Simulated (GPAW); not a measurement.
# TaSeF (P4/mmm) in GPAW: relaxation of cell and atoms with PBE

Aim: the relaxation of cell and atoms of TaSeF with PBE.

All numbers are computed with GPAW 26.7.0; they aren't measurements. Logs are shortened: lines on timing, memory, paths and dates and some standing lists are left out, and cuts for length are marked. The log counts tension as positive stress, the text compression.

## 1. The structure

Symmetry: P4/mmm, No. 123, tetragonal system. The conventional cell has a = 3.670 Å, b = 3.670 Å, c = 4.145 Å, α = 90.00°, β = 90.00°, γ = 90.00°. Around Ta (site symmetry 4/mmm) lie 2 F at 2.07 Å. Around Se (site symmetry 4/mmm) lie 4 Ta at 2.59 Å. Around F (site symmetry 4/mmm) lie 2 Ta at 2.07 Å.

The cell was built by a generator and needn't be a form met in nature.

## 2. Relaxation of cell and atoms, PBE

Contents of run.py:

```python
from ase.filters import FrechetCellFilter
from ase.io import read, write
from ase.optimize import BFGS
from gpaw import GPAW, PW

atoms = read('POSCAR')

calc = GPAW(mode=PW(800),
            xc='PBE',
            kpts={'size': (5, 5, 5), 'gamma': True},
            occupations={'name': 'fermi-dirac', 'width': 0.05},
            nbands=25,
            convergence={'density': 1e-05, 'forces': 0.0001},
            maxiter=150,
            txt='gpaw.txt')
atoms.calc = calc
opt = BFGS(FrechetCellFilter(atoms), trajectory='relax.traj', logfile='-')
done = opt.run(fmax=0.02, steps=60)
calc.write('gs.gpw')
write('result.traj', atoms)
print('Converged:', done)
print('Cell:', atoms.cell.cellpar().round(4))
print('Volume:', round(atoms.get_volume(), 4))
print(atoms.get_scaled_positions().round(5))
```

Contents of POSCAR:

```
TaSeF
1.0
    3.6698000000      0.0000000000      0.0000000000
    0.0000000000      3.6698000000      0.0000000000
    0.0000000000      0.0000000000      4.1453100000
Ta Se F
1 1 1
Direct
    0.0000000000      0.0000000000      0.5000000000
    0.5000000000      0.5000000000      0.5000000000
    0.0000000000      0.0000000000      0.0000000000
```

Potentials or basis: GPAW PAW data sets (gpaw-data 1.2.1), pw.

Launch:

```console
$ OMP_NUM_THREADS=1 python run.py
```

gpaw.txt:

```text
__  _  _
 | _ |_)|_||  |
 |__||  | ||/\| - 26.7.0

Input parameters:
  mode=PW(ecut=800.0),
  convergence={'density': 1e-05, 'forces': 0.0001},
  kpts=MonkhorstPack(size=(5, 5, 5), gamma=True),
  maxiter=150,
  nbands=25,
  occupations=Occupations(name='fermi-dirac', width=0.05),
  xc=XC(name='PBE')

Diagonalizing LCAO Hamiltonian
Converting LCAO to pw mode
   .--------.
  /|        |
 * |        |
 | |        |
 | |   Se   |
 Ta.--------.
 |/        /
 F--------*

Atoms  # Å, Bohr magnetons
|   | symbol |        x |        y |        z |    initial magnetic moments |
|---|--------|----------|----------|----------|-----------------------------|
| 0 |     Ta | 0.000000 | 0.000000 | 2.072655 | ( 0.0000,  0.0000,  0.0000) |
| 1 |     Se | 1.834900 | 1.834900 | 2.072655 | ( 0.0000,  0.0000,  0.0000) |
| 2 |      F | 0.000000 | 0.000000 | 0.000000 | ( 0.0000,  0.0000,  0.0000) |

Unit cell  # Å
| periodic |        x |        y |        z |  lengths |    angles |
|----------|----------|----------|----------|----------|-----------|
|      yes | 3.669800 | 0.000000 | 0.000000 | 3.669800 | 90.000000 |
|      yes | 0.000000 | 3.669800 | 0.000000 | 3.669800 | 90.000000 |
|      yes | 0.000000 | 0.000000 | 4.145310 | 4.145310 | 90.000000 |

Number of symmetries: 16
Symmetry operations  # r_c * U_cc + t_c -> r_c
|    | kind |            matrix            |
|----|------|------------------------------|
|  0 |  E   |  1, 0, 0,  0, 1, 0,  0, 0, 1 |
|  1 |  σ   |  1, 0, 0,  0, 1, 0,  0, 0,-1 |
|  2 |  σ   |  1, 0, 0,  0,-1, 0,  0, 0, 1 |
|  3 |  C2  |  1, 0, 0,  0,-1, 0,  0, 0,-1 |
|  4 |  σ   |  0, 1, 0,  1, 0, 0,  0, 0, 1 |
|  5 |  C2  |  0, 1, 0,  1, 0, 0,  0, 0,-1 |
|  6 |  C4  |  0, 1, 0, -1, 0, 0,  0, 0, 1 |
|  7 |  S4  |  0, 1, 0, -1, 0, 0,  0, 0,-1 |
|  8 |  C4  |  0,-1, 0,  1, 0, 0,  0, 0, 1 |
|  9 |  S4  |  0,-1, 0,  1, 0, 0,  0, 0,-1 |
| 10 |  σ   |  0,-1, 0, -1, 0, 0,  0, 0, 1 |
| 11 |  C2  |  0,-1, 0, -1, 0, 0,  0, 0,-1 |
| 12 |  σ   | -1, 0, 0,  0, 1, 0,  0, 0, 1 |
| 13 |  C2  | -1, 0, 0,  0, 1, 0,  0, 0,-1 |
| 14 |  C2  | -1, 0, 0,  0,-1, 0,  0, 0, 1 |
| 15 |  i   | -1, 0, 0,  0,-1, 0,  0, 0,-1 |

BZ-sampling:
  Number of BZ points: 125
  Number of IBZ points: 18

  Monkhorst-Pack size: [5, 5, 5]
  Monkhorst-Pack shift: [0, 0, 0]

K-points  # in reciprocal-cell coordinates
|     |                                coordinates |     weight |
|-----|--------------------------------------------|------------|
|   0 | (  0.00000000,   0.00000000,   0.00000000) | 0.00800000 |
|   1 | (  0.00000000,   0.00000000,   0.20000000) | 0.01600000 |
|   2 | (  0.00000000,   0.00000000,   0.40000000) | 0.01600000 |
|   3 | (  0.20000000,   0.00000000,   0.00000000) | 0.03200000 |
|   4 | (  0.20000000,   0.00000000,   0.20000000) | 0.06400000 |
|   5 | (  0.20000000,   0.00000000,   0.40000000) | 0.06400000 |
|   6 | (  0.20000000,   0.20000000,   0.00000000) | 0.03200000 |
|   7 | (  0.20000000,   0.20000000,   0.20000000) | 0.06400000 |
|   8 | (  0.20000000,   0.20000000,   0.40000000) | 0.06400000 |
|   9 | (  0.40000000,   0.00000000,   0.00000000) | 0.03200000 |
| ... |                                            |            |
|  17 | (  0.40000000,   0.40000000,   0.40000000) | 0.06400000 |
[... 166 lines left out ...]
dipole moment: (-24.064142, -24.064142, -12.370218)  # |e|*Ang

Fermi level: 7.990
Eigenvalues  # (at kpt = [0.000, 0.000, 0.000])
| band index |      eig [eV] | occ [0-2] |
|------------|---------------|-----------|
|          0 |       -61.554 |     2.000 |
|        ... |               |           |
|          8 |         0.967 |     2.000 |
|          9 |         4.768 |     2.000 |
|         10 |         4.961 |     2.000 |
|         11 |         5.004 |     2.000 |
|         12 |         5.004 |     2.000 |
|         13 |         7.085 |     2.000 |
[... 9 lines left out ...]
|         23 |        21.263 |     0.000 |
|         24 |        21.611 |     0.000 |

No gap
No difference between direct/indirect transitions

Stress tensor  # eV/Ang^3
|        x |        y |         z |
|----------|----------|-----------|
| 0.006364 | 0.000000 |  0.000000 |
| 0.000000 | 0.006364 |  0.000000 |
| 0.000000 | 0.000000 | -0.002702 |

Forces  # eV/Ang
|        x |        y |       z |
|----------|----------|---------|
| -0.00000 | -0.00000 | 0.00000 |  # Ta   0
|  0.00000 |  0.00000 | 0.00000 |  # Se   1
|  0.00000 |  0.00000 | 0.00000 |  # F    2

Interpolating wave functions to new cell
   .--------.
  /|        |
 * |        |
 | |   Se   |
 | |        |
 Ta.--------.
 |/        /
 F--------*

Atoms  # Å, Bohr magnetons
|   | symbol |         x |         y |        z |    initial magnetic moments |
|---|--------|-----------|-----------|----------|-----------------------------|
| 0 |     Ta | -0.000000 | -0.000000 | 2.073151 | ( 0.0000,  0.0000,  0.0000) |
| 1 |     Se |  1.833866 |  1.833866 | 2.073151 | ( 0.0000,  0.0000,  0.0000) |
| 2 |      F |  0.000000 |  0.000000 | 0.000000 | ( 0.0000,  0.0000,  0.0000) |

Unit cell  # Å
| periodic |        x |        y |        z |  lengths |    angles |
|----------|----------|----------|----------|----------|-----------|
|      yes | 3.667731 | 0.000000 | 0.000000 | 3.667731 | 90.000000 |
|      yes | 0.000000 | 3.667731 | 0.000000 | 3.667731 | 90.000000 |
|      yes | 0.000000 | 0.000000 | 4.146303 | 4.146303 | 90.000000 |

Number of symmetries: 16
Symmetry operations  # r_c * U_cc + t_c -> r_c
|    | kind |            matrix            |
|----|------|------------------------------|
|  0 |  E   |  1, 0, 0,  0, 1, 0,  0, 0, 1 |
|  1 |  σ   |  1, 0, 0,  0, 1, 0,  0, 0,-1 |
|  2 |  σ   |  1, 0, 0,  0,-1, 0,  0, 0, 1 |
|  3 |  C2  |  1, 0, 0,  0,-1, 0,  0, 0,-1 |
|  4 |  σ   |  0, 1, 0,  1, 0, 0,  0, 0, 1 |
|  5 |  C2  |  0, 1, 0,  1, 0, 0,  0, 0,-1 |
|  6 |  C4  |  0, 1, 0, -1, 0, 0,  0, 0, 1 |
|  7 |  S4  |  0, 1, 0, -1, 0, 0,  0, 0,-1 |
|  8 |  C4  |  0,-1, 0,  1, 0, 0,  0, 0, 1 |
|  9 |  S4  |  0,-1, 0,  1, 0, 0,  0, 0,-1 |
| 10 |  σ   |  0,-1, 0, -1, 0, 0,  0, 0, 1 |
| 11 |  C2  |  0,-1, 0, -1, 0, 0,  0, 0,-1 |
| 12 |  σ   | -1, 0, 0,  0, 1, 0,  0, 0, 1 |
| 13 |  C2  | -1, 0, 0,  0, 1, 0,  0, 0,-1 |
| 14 |  C2  | -1, 0, 0,  0,-1, 0,  0, 0, 1 |
| 15 |  i   | -1, 0, 0,  0,-1, 0,  0, 0,-1 |

BZ-sampling:
  Number of BZ points: 125
  Number of IBZ points: 18

  Monkhorst-Pack size: [5, 5, 5]
  Monkhorst-Pack shift: [0, 0, 0]

K-points  # in reciprocal-cell coordinates
|     |                                coordinates |     weight |
|-----|--------------------------------------------|------------|
|   0 | (  0.00000000,   0.00000000,   0.00000000) | 0.00800000 |
|   1 | (  0.00000000,   0.00000000,   0.20000000) | 0.01600000 |
|   2 | (  0.00000000,   0.00000000,   0.40000000) | 0.01600000 |
|   3 | (  0.20000000,   0.00000000,   0.00000000) | 0.03200000 |
|   4 | (  0.20000000,   0.00000000,   0.20000000) | 0.06400000 |
|   5 | (  0.20000000,   0.00000000,   0.40000000) | 0.06400000 |
|   6 | (  0.20000000,   0.20000000,   0.00000000) | 0.03200000 |
|   7 | (  0.20000000,   0.20000000,   0.20000000) | 0.06400000 |
|   8 | (  0.20000000,   0.20000000,   0.40000000) | 0.06400000 |
|   9 | (  0.40000000,   0.00000000,   0.00000000) | 0.03200000 |
| ... |                                            |            |
|  17 | (  0.40000000,   0.40000000,   0.40000000) | 0.06400000 |
[... 162 lines left out ...]
dipole moment: (-24.050583, -24.050583, -12.373192)  # |e|*Ang

Fermi level: 7.999
Eigenvalues  # (at kpt = [0.000, 0.000, 0.000])
| band index |      eig [eV] | occ [0-2] |
|------------|---------------|-----------|
|          0 |       -61.543 |     2.000 |
|        ... |               |           |
|          8 |         0.983 |     2.000 |
|          9 |         4.770 |     2.000 |
|         10 |         4.965 |     2.000 |
|         11 |         5.014 |     2.000 |
|         12 |         5.014 |     2.000 |
|         13 |         7.093 |     2.000 |
[... 9 lines left out ...]
|         23 |        21.278 |     0.000 |
|         24 |        21.633 |     0.000 |

No gap
No difference between direct/indirect transitions

Stress tensor  # eV/Ang^3
|        x |        y |         z |
|----------|----------|-----------|
| 0.005320 | 0.000000 |  0.000000 |
| 0.000000 | 0.005320 |  0.000000 |
| 0.000000 | 0.000000 | -0.002446 |

Forces  # eV/Ang
|        x |        y |       z |
|----------|----------|---------|
|  0.00000 |  0.00000 | 0.00000 |  # Ta   0
| -0.00000 | -0.00000 | 0.00000 |  # Se   1
| -0.00000 | -0.00000 | 0.00000 |  # F    2

Interpolating wave functions to new cell

             Se
       Ta

       F

Atoms  # Å, Bohr magnetons
|   | symbol |        x |        y |         z |    initial magnetic moments |
|---|--------|----------|----------|-----------|-----------------------------|
| 0 |     Ta | 0.000000 | 0.000000 |  2.075985 | ( 0.0000,  0.0000,  0.0000) |
| 1 |     Se | 1.828426 | 1.828426 |  2.075985 | ( 0.0000,  0.0000,  0.0000) |
| 2 |      F | 0.000000 | 0.000000 | -0.000000 | ( 0.0000,  0.0000,  0.0000) |

Unit cell  # Å
| periodic |         x |        y |         z |  lengths |    angles |
|----------|-----------|----------|-----------|----------|-----------|
|      yes |  3.656851 | 0.000000 | -0.000000 | 3.656851 | 90.000000 |
|      yes | -0.000000 | 3.656851 |  0.000000 | 3.656851 | 90.000000 |
|      yes |  0.000000 | 0.000000 |  4.151969 | 4.151969 | 90.000000 |

Number of symmetries: 16
Symmetry operations  # r_c * U_cc + t_c -> r_c
|    | kind |            matrix            |
|----|------|------------------------------|
|  0 |  E   |  1, 0, 0,  0, 1, 0,  0, 0, 1 |
|  1 |  σ   |  1, 0, 0,  0, 1, 0,  0, 0,-1 |
|  2 |  σ   |  1, 0, 0,  0,-1, 0,  0, 0, 1 |
|  3 |  C2  |  1, 0, 0,  0,-1, 0,  0, 0,-1 |
|  4 |  σ   |  0, 1, 0,  1, 0, 0,  0, 0, 1 |
|  5 |  C2  |  0, 1, 0,  1, 0, 0,  0, 0,-1 |
|  6 |  C4  |  0, 1, 0, -1, 0, 0,  0, 0, 1 |
|  7 |  S4  |  0, 1, 0, -1, 0, 0,  0, 0,-1 |
|  8 |  C4  |  0,-1, 0,  1, 0, 0,  0, 0, 1 |
|  9 |  S4  |  0,-1, 0,  1, 0, 0,  0, 0,-1 |
| 10 |  σ   |  0,-1, 0, -1, 0, 0,  0, 0, 1 |
| 11 |  C2  |  0,-1, 0, -1, 0, 0,  0, 0,-1 |
| 12 |  σ   | -1, 0, 0,  0, 1, 0,  0, 0, 1 |
| 13 |  C2  | -1, 0, 0,  0, 1, 0,  0, 0,-1 |
| 14 |  C2  | -1, 0, 0,  0,-1, 0,  0, 0, 1 |
| 15 |  i   | -1, 0, 0,  0,-1, 0,  0, 0,-1 |

BZ-sampling:
  Number of BZ points: 125
  Number of IBZ points: 18

  Monkhorst-Pack size: [5, 5, 5]
  Monkhorst-Pack shift: [0, 0, 0]

K-points  # in reciprocal-cell coordinates
|     |                                coordinates |     weight |
|-----|--------------------------------------------|------------|
|   0 | (  0.00000000,   0.00000000,   0.00000000) | 0.00800000 |
|   1 | (  0.00000000,   0.00000000,   0.20000000) | 0.01600000 |
|   2 | (  0.00000000,   0.00000000,   0.40000000) | 0.01600000 |
|   3 | (  0.20000000,   0.00000000,   0.00000000) | 0.03200000 |
|   4 | (  0.20000000,   0.00000000,   0.20000000) | 0.06400000 |
|   5 | (  0.20000000,   0.00000000,   0.40000000) | 0.06400000 |
|   6 | (  0.20000000,   0.20000000,   0.00000000) | 0.03200000 |
|   7 | (  0.20000000,   0.20000000,   0.20000000) | 0.06400000 |
|   8 | (  0.20000000,   0.20000000,   0.40000000) | 0.06400000 |
|   9 | (  0.40000000,   0.00000000,   0.00000000) | 0.03200000 |
| ... |                                            |            |
|  17 | (  0.40000000,   0.40000000,   0.40000000) | 0.06400000 |
[... 164 lines left out ...]
dipole moment: (-23.979266, -23.979266, -12.390183)  # |e|*Ang

Fermi level: 8.047
Eigenvalues  # (at kpt = [0.000, 0.000, 0.000])
| band index |      eig [eV] | occ [0-2] |
|------------|---------------|-----------|
|          0 |       -61.488 |     2.000 |
|        ... |               |           |
|          8 |         1.063 |     2.000 |
|          9 |         4.780 |     2.000 |
|         10 |         4.983 |     2.000 |
|         11 |         5.062 |     2.000 |
|         12 |         5.062 |     2.000 |
|         13 |         7.133 |     2.000 |
[... 9 lines left out ...]
|         23 |        21.360 |     0.000 |
|         24 |        21.746 |     0.000 |

No gap
No difference between direct/indirect transitions

Stress tensor  # eV/Ang^3
|         x |         y |         z |
|-----------|-----------|-----------|
| -0.000312 |  0.000000 |  0.000000 |
|  0.000000 | -0.000312 |  0.000000 |
|  0.000000 |  0.000000 | -0.000833 |

Forces  # eV/Ang
|        x |        y |       z |
|----------|----------|---------|
| -0.00000 | -0.00000 | 0.00000 |  # Ta   0
|  0.00000 |  0.00000 | 0.00000 |  # Se   1
|  0.00000 | -0.00000 | 0.00000 |  # F    2

# Writing to gs.gpw (mode='')
```

Run time: 67 s. Hardware: 1 thread of Arm Neoverse V1, shared host; peak memory 0.22 GiB.

Results:

* Free energy: -18.7371 eV
* Relaxed volume: 18.51 Å³/atom
* Relaxed cell: a = 3.657 Å, b = 3.657 Å, c = 4.152 Å, α = 90.00°, β = 90.00°, γ = 90.00°
* Space group after relaxing (to 0.05 Å): P4/mmm (No. 123)
* Energy gained by relaxing: 0.3 meV/atom
* Ionic steps: 3
* Pressure after relaxing: 0.1 GPa
* Band gap on the k mesh: none (metal or under the smearing width)

Step by step:
| step | energy change (eV) | largest force (eV/Å) | pressure (GPa) | volume (Å³) |
| --- | --- | --- | --- | --- |
| 1 | 0.0000 | 0.0000 | -0.54 | 55.83 |
| 2 | -0.0003 | 0.0000 | -0.44 | 55.78 |
| 3 | -0.0010 | 0.0000 | 0.08 | 55.52 |

Final structure:
```xyz
3
Lattice="3.6569 0.0000 0.0000 0.0000 3.6569 0.0000 0.0000 0.0000 4.1520" Properties=species:S:1:pos:R:3 pbc="T T T"
Ta    0.0000    0.0000    2.0760
Se    1.8284    1.8284    2.0760
F     0.0000    0.0000    0.0000
```

Levels at points of the mesh, in eV from the Fermi level:
```csv
k point,band 10,band 11,band 12,band 13,band 14,band 15,band 16,band 17
"(0.00, 0.00, 0.00)",-3.27,-3.06,-2.98,-2.98,-0.91,-0.11,-0.11,1.22
```

Caveat: later steps reuse the first step's grids. Spin-orbit coupling is left out, which matters for the levels of Ta.
